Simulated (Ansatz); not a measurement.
**Ga₂S (singlet): from Hartree-Fock to the top rungs at a displaced geometry (v2), cc-pVDZ**

One table from this session's results is given with a row withheld; the runs are named, their logs left out.

Computed with Ansatz 0.2.0, Gaussian basis. Level: cc-pVDZ, core rule «outside noble gas», up to 33 orbitals frozen.

Plan: UHF; CCSD(T) on RHF; BCCD(T) on RHF; CISD; CCSDT(Q) on RHF.

20 further runs of the same task are left out: 6 for a known fault of the program, 10 that didn't finish, 4 set aside as unsound or not needed.

## The system

The geometry is a PBE0/def2-TZVP stationary point (not a proven minimum) with its atoms shifted at random (size 0.100 Å). No spin-orbit coupling is included. The filled d shell of Ga may be among the frozen orbitals whatever the setting's name suggests; the logs give the count.

3 atoms, charge 0, spin multiplicity 1.

Atoms are counted from 1 here; the program's logs count them from 0.

Bond lengths: Ga1–S2 2.258 Å, S2–Ga3 2.274 Å. Angles: Ga1–S2–Ga3 173.8°.

Set-up of the first run:

in.yaml reads:

```yaml
crystal:
  periodic: [false, false, false]
  atoms:
    - {symbol: Ga, position_ang: [0.084376, 0.005225, 2.258998]}
    - {symbol: S, position_ang: [-0.080498, 0.013599, 0.006591]}
    - {symbol: Ga, position_ang: [-0.003878, -0.018825, -2.265589]}
basis:
  gaussian: {orbitals: cc-pVDZ}
magnetization: {spin_polarized: true, initial_magnetization: 0}
hamiltonian: {xc: hf}
output: {orbitals: {seedname: orbitals}}
```

Started as:

```sh
ansatz run in.yaml --threads 1 --pin off --events-out ev --progress --plain --max-ram 2393MiB
```

Among the steps run: UHF; CCSD(T) on RHF; BCCD(T) on RHF; CISD; CCSDT(Q) on RHF.

One of the session's tables, all rows but one given; the rest of the session is left out.

It belongs to the step «Misses and costs». 

| method | from RCCSDT(Q) (meV) |
| --- | --- |
| RHF | +7011.2 |
| RMP2 | +1146.0 |
| RCCSD | +310.2 |
| RCCSD(T) | +51.3 |
| BCCD(T) | ? |
| RCCSDT | +25.8 |
| RCCSDT(Q) | 0 |

**Question.** Estimate the row for BCCD(T).

As computed: from RCCSDT(Q) (meV): +47.4. In the column «from RCCSDT(Q) (meV)» it lies between RCCSDT (+25.8) and RCCSD(T) (+51.3).

Not comparable, so not listed: CISD (they don't share determinant, frozen orbitals or solution with the rows shown, or repeat one).
